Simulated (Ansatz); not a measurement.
Molecular dynamics of CuSi₈O₁₆, charge +1

input.yaml

```yaml
accuracy: low
crystal:
  lattice:
    - [-4.746, -4.746, 0.0]
    - [4.746, -4.746, 0.0]
    - [0.0, 0.0, 6.445]
  atoms:
    - { symbol: Si, position: [0.16877555, 0.50008368, -0.0004687] }
    - { symbol: Si, position: [0.00415453, 0.16724494, 0.25218288] }
    - { symbol: Si, position: [0.82261243, 0.49989088, 0.49960256] }
    - { symbol: Si, position: [0.00401704, 0.8327873, 0.74682317] }
    - { symbol: O, position: [0.31193123, 0.54126944, 0.20341458] }
    - { symbol: O, position: [0.9667755, 0.30643321, 0.45896753] }
    - { symbol: O, position: [0.69750239, 0.47213335, 0.71215179] }
    - { symbol: O, position: [0.03506604, 0.69266453, 0.9503627] }
    - { symbol: O, position: [0.96641624, 0.69362286, 0.5400901] }
    - { symbol: O, position: [0.69724744, 0.52738304, 0.28717829] }
    - { symbol: O, position: [0.03523264, 0.30738269, 0.04866838] }
    - { symbol: O, position: [0.31207512, 0.45900488, 0.79572884] }
    - { symbol: Si, position: [0.68289132, -1.205e-05, -0.00043686] }
    - { symbol: Si, position: [0.51509046, 0.67783086, 0.2393228] }
    - { symbol: Si, position: [0.34016645, -2.544e-05, 0.49949857] }
    - { symbol: Si, position: [0.51500809, 0.32207228, 0.75986045] }
    - { symbol: O, position: [0.81657382, 0.02281527, 0.20856188] }
    - { symbol: O, position: [0.48276104, 0.81098999, 0.44720082] }
    - { symbol: O, position: [0.20436957, 0.96003881, 0.70334887] }
    - { symbol: O, position: [0.5433085, 0.19575236, 0.96990714] }
    - { symbol: O, position: [0.48244467, 0.18918583, 0.55183336] }
    - { symbol: O, position: [0.20436982, 0.03975289, 0.29560404] }
    - { symbol: O, position: [0.54373684, 0.80392842, 0.02918241] }
    - { symbol: O, position: [0.81662292, 0.97743763, 0.79055781] }
    - { symbol: Cu, position: [0.24530244, 0.49998436, 0.49957091] }
total_charge: 1
basis:
  ecutwfc: 420.0
kpoints:
  mp_grid: { grid: [1, 1, 2] }
hamiltonian:
  xc: pbe
  pseudopotentials: { kind: paw, azcp: { folder: soft_1 } }
scf:
  occupations: { method: fermi_dirac, width: 0.02 }
  lower_state_search: "off"
md:
  timestep: 1
  n_steps: 300
  ensemble: nvt_langevin
  temperature: 1200.0
  initial_velocities: maxwell_boltzmann
  seed: 122779
  friction: 0.005
```

Command:

```bash
$ ansatz run input.yaml --threads 1 --pin off --max-ram 3072MiB --backend cpu --events-out ev --progress --plain --runs-dir out
```

It starts from a relaxed structure.

Output, in part (step lines):

```
md step     0: t =     0.00 fs  T =  1152.0 K  F+E_penalty+E_count = -20821.25268017 eV  E_kin = 3.722688 eV  (13 SCF iters)
md step     1: t =     1.00 fs  T =  1161.3 K  F+E_penalty+E_count = -20821.18607315 eV  E_kin = 3.752678 eV  (8 SCF iters)
md step     2: t =     2.00 fs  T =  1123.3 K  F+E_penalty+E_count = -20820.98741797 eV  E_kin = 3.629849 eV  (9 SCF iters)
md step     3: t =     3.00 fs  T =  1066.9 K  F+E_penalty+E_count = -20820.67491216 eV  E_kin = 3.447618 eV  (9 SCF iters)
md step     4: t =     4.00 fs  T =   932.6 K  F+E_penalty+E_count = -20820.28912596 eV  E_kin = 3.013804 eV  (8 SCF iters)
md step     5: t =     5.00 fs  T =   834.0 K  F+E_penalty+E_count = -20819.89079132 eV  E_kin = 2.694950 eV  (6 SCF iters)
md step     6: t =     6.00 fs  T =   720.2 K  F+E_penalty+E_count = -20819.54414977 eV  E_kin = 2.327336 eV  (6 SCF iters)
md step     7: t =     7.00 fs  T =   685.0 K  F+E_penalty+E_count = -20819.29371610 eV  E_kin = 2.213466 eV  (6 SCF iters)
[... lines left out ...]
md step   300: t =   300.00 fs  T =  1104.3 K  F+E_penalty+E_count = -20818.45824074 eV  E_kin = 3.568494 eV  (9 SCF iters)
```

The steps, from the saved trajectory:

```json
{"time (fs)": "0", "T (K)": "1152", "potential energy less start (eV)": "0.000"}
{"time (fs)": "10", "T (K)": "609", "potential energy less start (eV)": "2.100"}
{"time (fs)": "20", "T (K)": "534", "potential energy less start (eV)": "2.191"}
{"time (fs)": "30", "T (K)": "650", "potential energy less start (eV)": "2.079"}
{"time (fs)": "40", "T (K)": "406", "potential energy less start (eV)": "2.925"}
{"time (fs)": "50", "T (K)": "763", "potential energy less start (eV)": "2.177"}
{"time (fs)": "60", "T (K)": "649", "potential energy less start (eV)": "2.587"}
{"time (fs)": "70", "T (K)": "693", "potential energy less start (eV)": "2.322"}
{"time (fs)": "80", "T (K)": "849", "potential energy less start (eV)": "2.112"}
{"time (fs)": "90", "T (K)": "728", "potential energy less start (eV)": "2.310"}
{"time (fs)": "100", "T (K)": "704", "potential energy less start (eV)": "2.511"}
{"time (fs)": "110", "T (K)": "759", "potential energy less start (eV)": "2.669"}
{"time (fs)": "120", "T (K)": "761", "potential energy less start (eV)": "3.194"}
{"time (fs)": "130", "T (K)": "913", "potential energy less start (eV)": "2.727"}
{"time (fs)": "140", "T (K)": "896", "potential energy less start (eV)": "3.378"}
{"time (fs)": "150", "T (K)": "1126", "potential energy less start (eV)": "2.697"}
{"time (fs)": "160", "T (K)": "1049", "potential energy less start (eV)": "3.090"}
{"time (fs)": "170", "T (K)": "841", "potential energy less start (eV)": "3.611"}
{"time (fs)": "180", "T (K)": "1164", "potential energy less start (eV)": "3.000"}
{"time (fs)": "190", "T (K)": "846", "potential energy less start (eV)": "3.712"}
{"time (fs)": "200", "T (K)": "1103", "potential energy less start (eV)": "2.842"}
{"time (fs)": "210", "T (K)": "1045", "potential energy less start (eV)": "2.782"}
{"time (fs)": "220", "T (K)": "956", "potential energy less start (eV)": "2.967"}
{"time (fs)": "230", "T (K)": "963", "potential energy less start (eV)": "3.208"}
{"time (fs)": "240", "T (K)": "902", "potential energy less start (eV)": "3.490"}
{"time (fs)": "250", "T (K)": "1071", "potential energy less start (eV)": "3.229"}
{"time (fs)": "260", "T (K)": "1141", "potential energy less start (eV)": "3.096"}
{"time (fs)": "270", "T (K)": "896", "potential energy less start (eV)": "3.775"}
{"time (fs)": "280", "T (K)": "1148", "potential energy less start (eV)": "2.296"}
{"time (fs)": "290", "T (K)": "776", "potential energy less start (eV)": "3.497"}
{"time (fs)": "300", "T (K)": "1104", "potential energy less start (eV)": "2.794"}
```

All steps were run. The mean temperature of the second half is 16 % below the set value. A run of 0.3 ps of so small a system gives no equilibrium averages. Limits of this set-up: coarse k mesh, a small cell, in which the defect meets its images, low accuracy level, charged cell in a uniform background, uncorrected.

Mean squared displacements from the first frame to the last, about the centre of mass: Si 0.04 Å², O 0.06 Å², Cu 0.13 Å².

Last frame:

```xyz
25
Lattice="-4.7460 -4.7460 0.0000 4.7460 -4.7460 0.0000 0.0000 0.0000 6.4450" Properties=species:S:1:pos:R:3
Si 1.841 -3.419 0.083
Si 0.859 -1.124 1.681
Si -1.619 -6.457 3.460
Si 4.272 -4.045 4.908
O 1.379 -4.299 1.445
O -3.179 -6.308 3.075
O -1.320 -5.649 4.964
O 3.417 -3.561 6.224
O -1.142 -7.987 3.584
O -0.837 -5.861 2.093
O 1.369 -1.938 0.268
O 0.926 -4.139 5.348
Si -2.945 -3.449 0.198
Si 0.783 -5.880 1.871
Si -1.443 -1.678 3.409
Si -0.700 -4.183 5.063
O -3.633 -4.438 1.345
O 1.671 -6.173 3.087
O 3.887 -5.644 4.628
O -1.251 -3.597 6.501
O -1.000 -3.395 3.577
O -0.730 -1.295 1.992
O 1.318 -6.713 0.560
O 1.087 -8.526 5.186
Cu 0.957 -3.699 3.339
```

The run took 18 min on 1 thread of Arm Neoverse V1 (shared host), peak memory 0.6 GiB.
